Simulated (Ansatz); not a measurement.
**CH₃AsO (SMILES O=C[AsH2]): one structure at several levels**

One table from this session's results is given with a row withheld; the runs are named, their logs left out.

Program: Ansatz 0.2.0, Gaussian basis. Level of theory: single points in def2-TZVPP. These are calculated values, not measurements.

Cores are frozen in the correlated methods. Filled d shells of the heavier atoms are correlated.

**The starting structure**

SMILES `O=C[AsH2]`, 6 atoms, charge 0, spin multiplicity 1.

Atoms are counted from 1 here; the program's logs count them from 0.

Bond lengths: O1–C2 1.212 Å, C2–As3 2.086 Å, C2–H4 1.160 Å, As3–H5 1.545 Å, As3–H6 1.591 Å. Angles: O1–C2–As3 122.0°, O1–C2–H4 123.7°, As3–C2–H4 114.2°, C2–As3–H5 91.6°, C2–As3–H6 95.0°, H5–As3–H6 91.6°.

As a file:

```xyz
6

O    -0.2792   -1.5034    1.0142
C    -0.3734   -0.8657   -0.0124
As   -0.3470    1.2203   -0.0254
H    -0.4281   -1.3477   -1.0664
H     0.8227    1.2415   -1.0353
H     0.6530    1.3547    1.2051
```

Set-up of the first run:

run/in.yaml reads:

```yaml
crystal:
  periodic: [false, false, false]
  atoms:
    - {symbol: O, position_ang: [-0.279200, -1.503400, 1.014200]}
    - {symbol: C, position_ang: [-0.373400, -0.865700, -0.012400]}
    - {symbol: As, position_ang: [-0.347000, 1.220300, -0.025400]}
    - {symbol: H, position_ang: [-0.428100, -1.347700, -1.066400]}
    - {symbol: H, position_ang: [0.822700, 1.241500, -1.035300]}
    - {symbol: H, position_ang: [0.653000, 1.354700, 1.205100]}
basis:
  gaussian: {orbitals: def2-TZVPP}
correlation: {method: ccsd_t}
output: {forces: true}
```

The command line of these runs was not kept.

Steps of the session up to this table: CCSD(T)/def2-TZVPP; PBE0-D4/def2-TZVPP; wB97M-V/def2-TZVPP; r2SCAN-D4/def2-TZVPP; PBE-D4/def2-TZVPP; r2SCANh-D4/def2-TZVPP; B97M-V/def2-TZVPP.

One table of the session follows, with a row left open; its other results are not shown here.

| method | RMS force component (eV/Å) | angle to CCSD(T) forces (°) | dipole (D) |
| --- | --- | --- | --- |
| CCSD(T) | 0.611 | reference | 1.87 |
| PBE0-D4 | 0.773 | 30.0 | 1.97 |
| wB97M-V | 0.759 | 23.1 | 2.04 |
| r2SCAN-D4 | 0.684 | 25.5 | 1.86 |
| PBE-D4 | 0.470 | 18.4 | 1.78 |
| r2SCANh-D4 | 0.778 | 28.9 | 1.93 |
| B97M-V | ? | ? | ? |

**Question.** Estimate the row for B97M-V.

As computed: RMS force component (eV/Å): 0.771; angle to CCSD(T) forces (°): 30.5; dipole (D): 1.86. In the column «RMS force component (eV/Å)» it lies between wB97M-V (0.759) and PBE0-D4 (0.773).
